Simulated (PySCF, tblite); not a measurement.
# C3H6Ge2NO radical: geometry, infrared bands and EPR parameters

Aim: predict the infrared bands and EPR parameters of C3H6Ge2NO radical (`N#[C][Ge@@H]1[CH2][CH][GeH2][O]1`).

Programs: tblite 0.8.0 and PySCF 2.14.0, with density-fitted response routines of our own. Each step states its level of theory. These are calculated values for one molecule in the gas phase, unless marked as measured. Atoms count from 0, in the outputs and in this text.

### Step 1. The molecule as given

13 atoms, charge 0, multiplicity 2; geometry from: force field or distance geometry start.

Bonds of the start (Å): N0–C1 1.16, C1–Ge2 1.89, Ge2–C3 1.95, C3–C4 1.51, C4–Ge5 1.93, Ge5–O6 1.79, O6–Ge2 1.80, Ge2–H7 1.52, C3–H8 1.10, C3–H9 1.11, C4–H10 1.10, Ge5–H11 1.53, Ge5–H12 1.57.

### Step 2. Optimising the geometry with GFN2-xTB

Job settings and geometry (Å):

```
{"job": {"kind": "relax", "xc": "GFN2-xTB", "basis": "xTB"}, "charge": 0, "multiplicity": 2}
N      2.911200    -0.524000    -0.950200
C      1.906700    -0.779800    -0.422200
Ge     0.287300    -1.210500     0.462100
C     -1.225400    -0.643800    -0.627600
C     -0.916500     0.820100    -0.805500
Ge    -0.065000     1.450600     0.807600
O      0.137500    -0.019300     1.808900
H      0.230400    -2.657900     0.934900
H     -1.299100    -1.174100    -1.588100
H     -2.145300    -0.698800    -0.004100
H     -0.321800     0.985000    -1.718400
H     -0.902300     2.501500     1.547300
H      1.398100     1.951600     0.537600
```

Command:

```bash
$ OMP_NUM_THREADS=1 python probes_run.py task.json out
```

The driver reads the jobs from task.json and runs them one after another.

The log of the run:

```text
step      E/eV     max force
  0    -549.37482    2.795
  1    -549.34211    8.080
  2    -549.60065    0.641
  3    -549.64066    0.558
  4    -549.71634    0.752
  5    -549.74530    0.544
  6    -549.79871    0.616
  7    -549.82663    0.497
  8    -549.85118    0.347
  9    -549.87096    0.421
 10    -549.89616    0.455
 11    -549.92139    0.520
 12    -549.93980    0.391
 13    -549.95027    0.205
 14    -549.95782    0.239
 15    -549.96591    0.305
 16    -549.97513    0.297
 17    -549.98329    0.256
 18    -549.98930    0.239
 19    -549.99428    0.198
 20    -549.99881    0.241
 21    -550.00323    0.226
 22    -550.00725    0.149
 23    -550.01023    0.145
 24    -550.01247    0.157
 25    -550.01491    0.181
 26    -550.01850    0.180
 27    -550.02410    0.223
 28    -550.03258    0.332
 29    -550.04452    0.415
 30    -550.05897    0.582
 31    -550.07411    0.419
 32    -550.08834    0.298
 33    -550.09758    0.319
 34    -550.10161    0.501
 35    -550.10633    0.721
 36    -550.11232    0.288
 37    -550.11994    0.134
 38    -550.12401    0.222
 39    -550.12610    0.177
 40    -550.12752    0.113
 41    -550.12909    0.112
 42    -550.13086    0.112
 43    -550.13227    0.221
 44    -550.13324    0.087
 45    -550.13397    0.059
 46    -550.13455    0.073
 47    -550.13514    0.076
 48    -550.13570    0.067
 49    -550.13618    0.047
 50    -550.13654    0.049
 51    -550.13681    0.053
 52    -550.13706    0.049
 53    -550.13725    0.042
 54    -550.13736    0.026
 55    -550.13744    0.025
 56    -550.13753    0.029
 57    -550.13767    0.045
 58    -550.13788    0.058
 59    -550.13810    0.053
 60    -550.13829    0.072
 61    -550.13844    0.086
 62    -550.13861    0.055
 63    -550.13877    0.032
 64    -550.13889    0.034
 65    -550.13897    0.046
 66    -550.13905    0.055
 67    -550.13917    0.047
 68    -550.13933    0.038
 69    -550.13952    0.036
 70    -550.13973    0.043
 71    -550.13994    0.048
 72    -550.14013    0.049
 73    -550.14032    0.040
 74    -550.14051    0.046
 75    -550.14067    0.036
 76    -550.14077    0.033
 77    -550.14083    0.031
 78    -550.14088    0.026
 79    -550.14093    0.019
 80    -550.14099    0.017
 81    -550.14102    0.013
 82    -550.14105    0.015
 83    -550.14107    0.015
 84    -550.14111    0.022
 85    -550.14118    0.031
 86    -550.14129    0.042
 87    -550.14140    0.037
 88    -550.14148    0.023
 89    -550.14152    0.018
 90    -550.14155    0.017
 91    -550.14159    0.026
 92    -550.14165    0.028
 93    -550.14171    0.045
 94    -550.14175    0.034
 95    -550.14178    0.039
 96    -550.14181    0.026
 97    -550.14185    0.023
 98    -550.14191    0.027
 99    -550.14201    0.032
100    -550.14214    0.035
101    -550.14229    0.030
102    -550.14242    0.022
103    -550.14248    0.013
104    -550.14249    0.018
105    -550.14251    0.009
```

Run time: 0.74 s. Hardware: 1 thread of Arm Neoverse V1, shared host.

Along the way: (not every step is listed) (the energy doesn't fall at every step)

| step | energy from step 0 (eV) | largest force (eV/Å) |
| --- | --- | --- |
| 0 | 0.0000 | 2.7948 |
| 1 | 0.0327 | 8.0797 |
| 2 | -0.2258 | 0.6407 |
| 3 | -0.2658 | 0.5578 |
| 4 | -0.3415 | 0.7517 |
| 5 | -0.3705 | 0.5444 |
| 6 | -0.4239 | 0.6157 |
| 7 | -0.4518 | 0.4969 |
| 8 | -0.4764 | 0.3475 |
| 17 | -0.6085 | 0.2556 |
| 26 | -0.6437 | 0.1803 |
| 35 | -0.7315 | 0.7206 |
| 44 | -0.7584 | 0.0867 |
| 53 | -0.7624 | 0.0418 |
| 62 | -0.7638 | 0.0548 |
| 71 | -0.7651 | 0.0483 |
| 80 | -0.7662 | 0.0173 |
| 89 | -0.7667 | 0.0175 |
| 98 | -0.7671 | 0.0271 |
| 100 | -0.7673 | 0.0352 |
| 101 | -0.7675 | 0.0304 |
| 102 | -0.7676 | 0.0218 |
| 103 | -0.7677 | 0.0133 |
| 104 | -0.7677 | 0.0175 |
| 105 | -0.7677 | 0.0088 |

Close pairs (by a distance rule), those that changed most:

| bond | before (Å) | after (Å) | change (Å) |
| --- | --- | --- | --- |
| Ge2–Ge5 | 2.706 | 3.001 | +0.294 |
| Ge2–C3 | 1.949 | 2.031 | +0.082 |
| Ge5–H12 | 1.570 | 1.506 | -0.064 |
| Ge2–O6 | 1.804 | 1.748 | -0.056 |
| C1–Ge2 | 1.895 | 1.937 | +0.042 |
| C3–C4 | 1.507 | 1.469 | -0.038 |
| Ge5–H11 | 1.534 | 1.509 | -0.025 |
| C4–H10 | 1.102 | 1.078 | -0.024 |

The end geometry stands in the next job.

### Step 3. Harmonic vibrations with GFN2-xTB

Job settings and geometry (Å):

```
{"job": {"kind": "ir", "xc": "GFN2-xTB", "basis": "xTB"}, "charge": 0, "multiplicity": 2}
N      3.101539    -1.752558    -1.012875
C      2.124165    -1.545869    -0.454568
Ge     0.437723    -1.202273     0.434396
C     -1.027463    -0.521598    -0.795792
C     -0.980121     0.945419    -0.734771
Ge    -0.185171     1.703252     0.852454
O      0.639167     0.218830     1.432325
H      0.183561    -2.358698     1.380367
H     -0.982895    -0.912207    -1.813853
H     -1.944033    -0.914816    -0.334863
H     -1.179118     1.511078    -1.630520
H     -1.076777     2.085898     2.008041
H      0.885036     2.744028     0.651932
```

The log of the run:

```text
mode    cm-1     km/mol
  1      41.1      4.26
  2      63.0      3.64
  3      88.0      1.04
  4     147.9     16.16
  5     220.1      1.21
  6     275.4      4.03
  7     319.5      2.89
  8     342.0     19.87
  9     352.7     18.60
 10     432.2      2.31
 11     440.8     87.52
 12     451.3     67.56
 13     502.6     92.50
 14     531.0     78.69
 15     552.2     27.85
 16     601.2    269.73
 17     632.7     49.81
 18     659.2     18.93
 19     695.8    183.19
 20     726.7     48.26
 21     813.7    235.92
 22    1002.7     26.30
 23    1081.3      3.49
 24    1125.3      1.19
 25    1197.5      2.43
 26    1402.5      6.87
 27    1866.9    400.74
 28    1905.0    274.43
 29    1941.3    501.98
 30    2328.2     60.60
 31    2836.0     10.63
 32    2955.4     21.18
 33    3071.8     23.32
```

Run time: 0.45 s. Hardware: 1 thread of Arm Neoverse V1, shared host.

The strongest bands and the atoms that carry them (share of the mass-weighted mode):

| cm⁻¹ | km/mol | atoms |
| --- | --- | --- |
| 441 | 87.5 | H12 30 %, H11 26 %, C4 15 % |
| 503 | 92.5 | O6 42 %, H7 14 %, Ge2 13 %, H12 12 % |
| 601 | 269.7 | H7 41 %, O6 17 %, C4 14 % |
| 696 | 183.2 | H11 36 %, H12 25 %, O6 21 % |
| 814 | 235.9 | H11 50 %, H12 48 % |
| 1867 | 400.7 | H7 98 % |
| 1905 | 274.4 | H11 68 %, H12 31 % |
| 1941 | 502.0 | H12 68 %, H11 30 % |

### Step 4. g tensor and hyperfine couplings: B3LYP/def2-TZVP-core+pcH-1

The job, as its differences from that of step 3:

```diff
@@ -1,2 +1,2 @@
-{"job": {"kind": "ir", "xc": "GFN2-xTB", "basis": "xTB"}, "charge": 0, "multiplicity": 2}
+{"job": {"kind": "epr", "basis": "pcH-1"}, "charge": 0, "multiplicity": 2}
 N      3.101539    -1.752558    -1.012875
```

Level: UKS B3LYP, def2-TZVP-core on Ge, pcH-1 on C H N O, non-relativistic, mean-field spin-orbit, GIAO.

The log of the run:

```text
UKS, coarse grid
  cycle   1  E = -4401.69847286  |g| = 2.00e+00
  cycle   2  E = -4400.64883330  |g| = 2.11e+00
  cycle   3  E = -4401.62174159  |g| = 1.06e+00
  cycle   4  E = -4401.98890693  |g| = 3.28e-01
  cycle   5  E = -4402.00332215  |g| = 2.02e-01
  cycle   6  E = -4402.01819288  |g| = 7.42e-02
  cycle   7  E = -4402.02009152  |g| = 1.01e-02
  cycle   8  E = -4402.02013197  |g| = 4.10e-03
  cycle   9  E = -4402.02014146  |g| = 6.99e-04
UKS, final grid
  cycle   1  E = -4402.02005048  |g| = 6.88e-04
  cycle   2  E = -4402.02005010  |g| = 1.21e-03
  cycle   3  E = -4402.02005067  |g| = 2.25e-04
  cycle   4  E = -4402.02005069  |g| = 9.93e-05
  cycle   5  E = -4402.02005069  |g| = 5.82e-05
  cycle   6  E = -4402.02005069  |g| = 1.94e-05
E = -4402.02005069 Eh   <S^2> = 0.7543 (exact 0.7500)
g shifts (ppm)      1          2          3
  rmc          -143       -143       -143
  gc             32          6         22
  oz_so       -2956        511       1459
  total       -3067        374       1339
hyperfine (MHz)  atom isotope    a_iso     a_fc   dipolar eigenvalues
    0   14N       0.23       0.24     -0.33     -0.16      0.49
    1   13C       5.06       5.06     -0.80     -0.15      0.95
    2  73Ge     -33.09     -33.38     -4.66      2.30      2.36
    3   13C     -33.91     -33.91     -3.36      1.17      2.19
    4   13C      95.05      95.37    -75.90    -73.71    149.61
    5  73Ge      18.46      18.75     -1.64     -0.52      2.16
    6   17O      -1.85      -1.88     -2.34      1.11      1.23
    7    1H       8.58       8.58     -1.29     -0.83      2.12
    8    1H      22.80      22.80     -4.27     -3.21      7.48
    9    1H     166.34     166.34     -5.89     -3.16      9.05
   10    1H     -57.07     -57.04    -35.95     -0.85     36.80
   11    1H      41.37      41.37     -2.49     -2.04      4.53
   12    1H      32.51      32.51     -2.69     -2.01      4.70
```

Run time: 6.2 min. Hardware: 1 thread of Arm Neoverse V1, shared host; peak memory 1.5 GiB.

Principal g values 1.99925, 2.00269, 2.00366; g(iso) = 2.00187, against 2.00232 for a free electron.

Hyperfine couplings, nucleus by nucleus at this fixed geometry (no averaging over rotations):

| nuclei | isotope | a(iso) (MHz) | a(iso) (G, at g = 2.0023) | largest dipolar term (MHz) |
| --- | --- | --- | --- | --- |
| H9 | 1H | 166.3 | 59.4 | 9.1 |
| C4 | 13C | 95.1 | 33.9 | 149.6 |
| H10 | 1H | -57.1 | -20.4 | 36.8 |
| H11 | 1H | 41.4 | 14.8 | 4.5 |
| C3 | 13C | -33.9 | -12.1 | -3.4 |
| Ge2 | 73Ge | -33.1 | -11.8 | -4.7 |
| H12 | 1H | 32.5 | 11.6 | 4.7 |
| H8 | 1H | 22.8 | 8.1 | 7.5 |
| Ge5 | 73Ge | 18.5 | 6.6 | 2.2 |
| H7 | 1H | 8.6 | 3.1 | 2.1 |
| C1 | 13C | 5.1 | 1.8 | 0.9 |
| O6 | 17O | -1.8 | -0.7 | -2.3 |
| N0 | 14N | 0.2 | 0.1 | 0.5 |

Mulliken spin populations:

N0 0.00; C1 0.00; Ge2 0.05; C3 -0.09; C4 0.98; Ge5 -0.03; O6 0.00; H7 0.01; H8 0.01; H9 0.07; H10 -0.04; H11 0.02; H12 0.02

In first order the couplings over 0.8 MHz of 1H give 64 distinct lines over 117.3 G.

Orbitals, density, ELF and potential are computed afterwards from the orbital file.

ELF in a plane through or near 3 of the atoms.

Values, 10 rows by 14 columns:
```
0.00 0.00 0.00 0.00 0.00 0.00 0.00 0.00 0.00 0.00 0.00 0.00 0.00 0.00
0.00 0.00 0.00 0.00 0.00 0.00 0.00 0.00 0.02 0.12 0.02 0.00 0.00 0.00
0.00 0.00 0.10 0.19 0.11 0.01 0.00 0.00 0.75 1.00 0.96 0.04 0.00 0.00
0.00 0.18 0.85 0.79 0.56 0.28 0.00 0.01 0.89 1.00 0.99 0.17 0.00 0.00
0.00 0.24 0.86 0.28 0.78 0.51 0.01 0.03 0.20 0.41 0.25 0.02 0.00 0.00
0.00 0.01 0.26 0.39 0.46 0.07 0.02 0.36 0.64 0.27 0.03 0.00 0.00 0.00
0.00 0.00 0.00 0.04 0.01 0.01 0.09 0.14 0.92 0.99 0.22 0.00 0.00 0.00
0.00 0.00 0.00 0.00 0.00 0.52 0.87 0.07 0.46 0.93 0.16 0.00 0.00 0.00
0.00 0.00 0.00 0.00 0.00 0.04 0.23 0.02 0.00 0.01 0.00 0.00 0.00 0.00
0.00 0.00 0.00 0.00 0.00 0.00 0.00 0.00 0.00 0.00 0.00 0.00 0.00 0.00
```
The map spans 11.7 Å across and 9.4 Å up, centred on the molecule. Atoms in the plane (x, y in Å): N0 (-3.3, 1.1), H10 (1.6, -1.4), H12 (2.0, 1.9).

On the surface of density 0.002 e/bohr³ the electrostatic potential runs, from the 1st to the 99th percentile, from -1.75 V near N0 to 1.85 V near Ge2.

The spin density lies nearest to C4 67 %; H10 9 %; H9 7 %.

### Step 5. Outcome

| quantity | value |
| --- | --- |
| strongest single infrared mode (GFN2-xTB) | 1941 cm⁻¹, 502 km/mol |
| zero-point energy (GFN2-xTB) | 45.2 kcal/mol |
| g(iso) (B3LYP) | 2.00187 |
| ⟨S²⟩ | 0.754 (exact 0.75) |
| largest a(iso) | 1H on H9, 166.3 MHz |
| potential on the surface of density 0.002 e/bohr³, 1st and 99th percentile | -1.75 V and 1.85 V |

**Reading.** Over 105 steps the energy fell by 0.768 eV; of the close pairs, Ge2–Ge5 changed most, 2.706 to 3.001 Å. No mode is imaginary among the 33: a minimum at this level. The strongest single mode, at 1941 cm⁻¹, moves mainly H12. Unscaled tight-binding wavenumbers are off by several per cent, some by more. Its intensities can rank the bands wrongly. C4 carries the largest spin population, 0.98 e. The isotropic g lies 0.5 ppt below the free-electron value. The hyperfine terms hold no scalar relativity, which the heavier nuclei need. These values are for one conformer; the search (at its own cheap level) found 1 more, at 0.06 kcal/mol, and measured spectra average over such forms.
